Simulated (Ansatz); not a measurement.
# BP: the cost of one run

Method: DFT r²SCAN, frozen-core PAW, scalar-relativistic unless said, in Ansatz 0.2.0.

### Step 1. The system as given

It takes space group F-43m (No. 216, cubic). The conventional cell has a = 4.538 Å, b = 4.538 Å, c = 4.538 Å, α = 90.00°, β = 90.00°, γ = 90.00°. B (site symmetry -43m) has 4 P at 1.97 Å as nearest neighbours. P (site symmetry -43m) is surrounded by 4 B at 1.97 Å.

Structure file:

```
CELL_PARAMETERS angstrom
0.00000 2.26900 2.26900
2.26900 0.00000 2.26900
2.26900 2.26900 0.00000
ATOMIC_POSITIONS crystal
B 0.00000 0.00000 0.00000
P 0.75000 0.75000 0.75000
```

Cartesian axes are those of the input's lattice vectors. The structure goes back to a database entry.

### Step 2. Cell and atoms relaxed, PAW

Contents of input.yaml:

```yaml
crystal:
  lattice:
    - [0.0, 2.269, 2.269]
    - [2.269, 0.0, 2.269]
    - [2.269, 2.269, 0.0]
  atoms:
    - { symbol: B, position: [0.0, 0.0, 0.0] }
    - { symbol: P, position: [0.75, 0.75, 0.75] }
kpoints:
  mp_grid: { grid: [18, 18, 18] }
scf:
  occupations: { method: fermi_dirac, width: 0.1 }
hamiltonian:
  xc: r2scan
  pseudopotentials: { kind: paw }
relax:
  f_tol: 0.002
  max_steps: 80
  cell: {}
output:
  forces: true
  stress: true
```

Started as:

```
$ ansatz run input.yaml --threads 1 --pin off --max-ram 3072MiB --backend cpu --events-out ev --progress --plain --runs-dir out
```

Q: Estimate wall time and peak memory on 1 thread of Arm Neoverse V1, shared host.

About 23 s, with a peak of 0.42 GiB.
